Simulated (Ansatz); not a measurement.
# C2H8SSi2: one species, many methods

An exercise on one series of results from a longer session: the logs are not shown, and one member is left open.

Computed with Ansatz 0.2.0, Gaussian basis. Level: functionals in def2-TZVPP, the program's frozen cores in correlated methods.

The runs, in order: PBE-D4, r2SCAN-D4, PBE0-D4, B3LYP-D4, ωB97X-V, ωB97M-V, B2PLYP; CCSD(T)/def2-TZVPP; MP2/def2-QZVPP; extrapolation to the limit.

## The geometry

All runs share one geometry, relaxed beforehand with PBE0-D4 in a triple-zeta def2 set.

SMILES `C=C(S)[SiH2][SiH3]`, 13 atoms, charge 0, spin multiplicity 1.

Atoms are counted from 1 here; the program's logs count them from 0.

Bond lengths: C1–C2 1.334 Å, C1–H6 1.084 Å, C1–H7 1.087 Å, C2–S3 1.752 Å, C2–Si4 1.878 Å, S3–H8 1.345 Å, Si4–Si5 2.342 Å, Si4–H9 1.487 Å, Si4–H10 1.489 Å, Si5–H11 1.487 Å, Si5–H12 1.489 Å, Si5–H13 1.487 Å. Angles: C2–C1–H6 120.6°, C2–C1–H7 122.6°, H6–C1–H7 116.8°, C1–C2–S3 124.9°, C1–C2–Si4 120.7°, S3–C2–Si4 114.4°, C2–S3–H8 98.0°, C2–Si4–Si5 110.3°, C2–Si4–H9 107.2°, C2–Si4–H10 109.9°, Si5–Si4–H9 111.0°, Si5–Si4–H10 109.3°, H9–Si4–H10 109.2°, Si4–Si5–H11 110.0°, Si4–Si5–H12 109.8°, Si4–Si5–H13 110.5°, H11–Si5–H12 108.8°, H11–Si5–H13 109.0° and more.

Set-up of the first run:

in.yaml reads:

```yaml
crystal:
  periodic: [false, false, false]
  atoms:
    - {symbol: C, position_ang: [-0.217946, 0.091901, 2.190407]}
    - {symbol: C, position_ang: [0.476061, -0.025135, 1.057299]}
    - {symbol: S, position_ang: [1.789201, -1.155887, 0.798447]}
    - {symbol: Si, position_ang: [0.045873, 1.020448, -0.442547]}
    - {symbol: Si, position_ang: [-0.634274, -0.347844, -2.217545]}
    - {symbol: H, position_ang: [-1.021727, 0.814578, 2.273802]}
    - {symbol: H, position_ang: [-0.015920, -0.518382, 3.066712]}
    - {symbol: H, position_ang: [1.767036, -1.748468, 2.006209]}
    - {symbol: H, position_ang: [-1.043940, 1.946396, -0.035167]}
    - {symbol: H, position_ang: [1.232270, 1.816154, -0.862173]}
    - {symbol: H, position_ang: [-1.756479, -1.222589, -1.784688]}
    - {symbol: H, position_ang: [-1.093704, 0.493189, -3.356620]}
    - {symbol: H, position_ang: [0.493651, -1.199159, -2.679338]}
basis:
  gaussian: {orbitals: def2-TZVPP}
hamiltonian: {xc: pbe, dispersion: d4}
output: {forces: true, orbitals: {seedname: orbitals}}
```

Command:

```
$ ansatz run in.yaml --threads 4 --pin off --events-out ev --progress --plain --max-ram 10444MiB
```

Among the steps run: PBE-D4 (GGA); r2SCAN-D4 (meta-GGA); PBE0-D4 (hybrid); B3LYP-D4 (hybrid); ωB97X-V (range-separated); ωB97M-V (range-separated); B2PLYP (double hybrid); CCSD(T) in def2-TZVPP; MP2 in def2-QZVPP.

One table of the session follows, with a row left open; its other results are not shown here.

```
            method  atomisation energy (kJ/mol)
            PBE-D4                       4417.1
         r2SCAN-D4                       4387.0
           PBE0-D4                       4371.4
          B3LYP-D4                       4375.3
           ωB97X-V                       4400.3
           ωB97M-V                       4383.8
            B2PLYP                       4310.7
     HF/def2-TZVPP                       3240.8
    MP2/def2-TZVPP                       4276.4
   CCSD/def2-TZVPP                       4199.0
CCSD(T)/def2-TZVPP                       4260.8
           MP2/CBS                       4390.2
       CCSD(T)/CBS                            ?
```

Q: Estimate the row for CCSD(T)/CBS from the others.

The run gave: atomisation energy (kJ/mol): 4374.7. In the column «atomisation energy (kJ/mol)» it lies between PBE0-D4 (4371.4) and B3LYP-D4 (4375.3).
